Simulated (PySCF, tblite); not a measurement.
# C4H3Cl2F3+ (doublet): geometry, infrared bands and EPR parameters

Wanted: the infrared bands and EPR parameters of C4H3Cl2F3+ (doublet) (`[CH2+][C](C(Cl)Cl)C(F)(F)F`), by calculation.

Programs: tblite 0.8.0 and PySCF 2.14.0, with density-fitted response routines of our own. Each step states its level of theory. These are calculated values for one molecule in the gas phase, unless marked as measured. Atoms count from 0, in the outputs and in this text.

## 1. The molecule as given

12 atoms, charge 1, multiplicity 2; geometry from: force field or distance geometry start.

Bonds of the start (Å): C0–C1 1.46, C1–C2 1.48, C2–Cl3 1.78, C2–Cl4 1.78, C1–C5 1.49, C5–F6 1.36, C5–F7 1.41, C5–F8 1.38, C0–H9 1.11, C0–H10 1.10, C2–H11 1.10.

## 2. Optimising the geometry with GFN2-xTB

Job settings and geometry (Å):

```
{"job": {"kind": "relax", "xc": "GFN2-xTB", "basis": "xTB"}, "charge": 1, "multiplicity": 2}
C     -0.868200    -1.231300     0.417100
C     -0.107900    -0.214000    -0.305200
C     -0.635300     1.166200    -0.311000
Cl    -0.761300     1.716900     1.376000
Cl    -2.207600     1.270600    -1.141300
C      1.375000    -0.343200    -0.206600
F      1.924200    -1.492200    -0.680300
F      1.675100    -0.122700     1.154800
F      1.917400     0.716600    -0.909800
H     -1.224400    -1.122700     1.463100
H     -1.168000    -2.176900    -0.062300
H      0.082300     1.832000    -0.820500
```

Launch:

```sh
$ OMP_NUM_THREADS=1 python probes_run.py task.json out
```

This one command runs all jobs of the session in turn.

**Question.** This job is followed by: GFN2-xTB harmonic vibrations, gas phase; UKS B3LYP, pcH-1 on C Cl F H, non-relativistic, mean-field spin-orbit, GIAO. What will the session give for the following? strongest single infrared mode (GFN2-xTB); zero-point energy (GFN2-xTB); g(iso) (B3LYP); ⟨S²⟩; largest a(iso) (averaged by class); property runs in this session.

The runs gave:

| quantity | value |
| --- | --- |
| strongest single infrared mode (GFN2-xTB) | 1154 cm⁻¹, 278 km/mol |
| zero-point energy (GFN2-xTB) | 37.9 kcal/mol |
| g(iso) (B3LYP) | 2.08007 |
| ⟨S²⟩ | 0.754 (exact 0.75) |
| largest a(iso) (averaged by class) | 1H on H11, 336.5 MHz |
| property runs in this session | 1, of which 0 failed and 1 gave unsound results |

In words: Relaxing lowered the energy by 2.072 eV in 105 steps; the close pair that moved most is C0–C1, from 1.461 to 1.326 Å. All 30 modes are real, so the xTB geometry is a minimum. The strongest single mode, at 1154 cm⁻¹, moves mainly C5. GFN2-xTB is a fitted tight-binding method: band positions and strengths are rough. Its intensities can rank the bands wrongly. The largest spin populations lie on C0 (0.27 e), Cl3 (0.27 e), C1 (0.20 e). The isotropic g lies 77.8 ppt above the free-electron value. These values are not to be trusted: the run shows nearly degenerate orbitals, where second-order g theory doesn't apply. These values are for one conformer; the search (at its own cheap level) found 1 more, at 0.94 kcal/mol, and measured spectra average over such forms.
